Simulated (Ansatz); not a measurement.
# ClH2InO: vertical ionisation energy

How much energy removes an electron from ClH2InO at fixed geometry? The cation is run at each level and the neutral's energy taken from earlier runs.

Computed with Ansatz 0.2.0, Gaussian basis. Level: unrestricted cation, the program's frozen cores in correlated methods.

Levels to be run: UKS PBE-D4/def2-TZVPP; UKS r2SCAN-D4/def2-TZVPP; UKS PBE0-D4/def2-TZVPP; UKS B3LYP-D4/def2-TZVPP; UKS wB97X-V/def2-TZVPP; UKS wB97M-V/def2-TZVPP; UKS B2PLYP/def2-TZVPP; UHF-CCSD(T)/def2-TZVPP; UHF-MP2/def2-QZVPP; extrapolation to the limit; then −ε(HOMO) from the neutral's earlier runs with LDA (SPW92), PBE-D4, revPBE-D4, BLYP-D4, r2SCAN-D4, B97M-V, PBE0-D4, B3LYP-D4, r2SCANh-D4, r2SCAN0-D4, HSE06-D4, BHLYP-D4, CAM-B3LYP-D4, LC-ωPBE, ωB97X-V, ωB97M-V.

## (1) The geometry

The geometry comes from an earlier relaxation with PBE0-D4 in a triple-zeta def2 set; it is a stationary point. In takes the def2 core potential; no spin-orbit term is included.

SMILES `[OH][InH][Cl]`, 5 atoms, charge 0, spin multiplicity 1.

Atoms are counted from 1 here; the program's logs count them from 0.

Bond lengths: O1–In2 1.968 Å, O1–H4 0.961 Å, In2–Cl3 2.333 Å, In2–H5 1.688 Å. Angles: In2–O1–H4 111.6°, O1–In2–Cl3 109.8°, O1–In2–H5 126.8°, Cl3–In2–H5 123.4°.

Coordinates:

```mol
ClH2InO
  3D, bonds by distance, orders not assigned

  5  4  0  0  0  0  0  0  0  0999 V2000
   -1.3901    0.1318   -0.5770 O   0  0
    0.4495    0.4018    0.0672 In  0  0
    1.2879   -1.5973    0.9304 Cl  0  0
   -1.6817   -0.7748   -0.4470 H   0  0
    1.3343    1.8385    0.0265 H   0  0
  1  2  8  0
  2  3  8  0
  1  4  8  0
  2  5  8  0
M  END
```

## (2) Cation, UKS PBE-D4/def2-TZVPP

Contents of in.yaml:

```yaml
crystal:
  periodic: [false, false, false]
  atoms:
    - {symbol: O, position_ang: [-1.390065, 0.131762, -0.577040]}
    - {symbol: In, position_ang: [0.449489, 0.401799, 0.067161]}
    - {symbol: Cl, position_ang: [1.287940, -1.597344, 0.930358]}
    - {symbol: H, position_ang: [-1.681657, -0.774766, -0.446960]}
    - {symbol: H, position_ang: [1.334283, 1.838549, 0.026481]}
basis:
  gaussian: {orbitals: def2-TZVPP}
total_charge: 1
magnetization: {spin_polarized: true, initial_magnetization: 1}
hamiltonian: {xc: pbe, dispersion: d4}
```

The runs that follow: Cation, UKS r2SCAN-D4/def2-TZVPP; Cation, UKS PBE0-D4/def2-TZVPP; Cation, UKS B3LYP-D4/def2-TZVPP; Cation, UKS wB97X-V/def2-TZVPP; Cation, UKS wB97M-V/def2-TZVPP; Cation, UKS B2PLYP (frozen core)/def2-TZVPP; Cation, UHF-CCSD(T)/def2-TZVPP; Cation, UHF-MP2/def2-QZVPP.

Before running them: what should the planned runs give, taken together? Wanted: ionisation energy, CCSD(T)/CBS; nearest functional by difference; nearest −ε(HOMO); −ε(HOMO) of PBE; T1 of the cation.

The runs gave:

| quantity | value |
| --- | --- |
| ionisation energy, CCSD(T)/CBS | 11.47 eV |
| nearest functional by difference | B2PLYP (-0.19 eV) |
| nearest −ε(HOMO) | LC-ωPBE (-0.03 eV) |
| −ε(HOMO) of PBE | 7.18 eV |
| T1 of the cation | 0.025 |

What this shows: By cation minus neutral, the functionals miss by 1.05 eV at most. The PBE orbital energy is 4.3 eV too small: a semilocal HOMO is no ionisation energy. Among orbital estimates LC-ωPBE comes nearest. Hartree-Fock falls 1.88 eV short, as the neutral has more correlation energy than the cation. Correlated methods include outer-core shells of In, which these sets cover unevenly. With outer-core shells in play the reference is unsure by up to some tenths of an eV, so close misses can't be ranked.
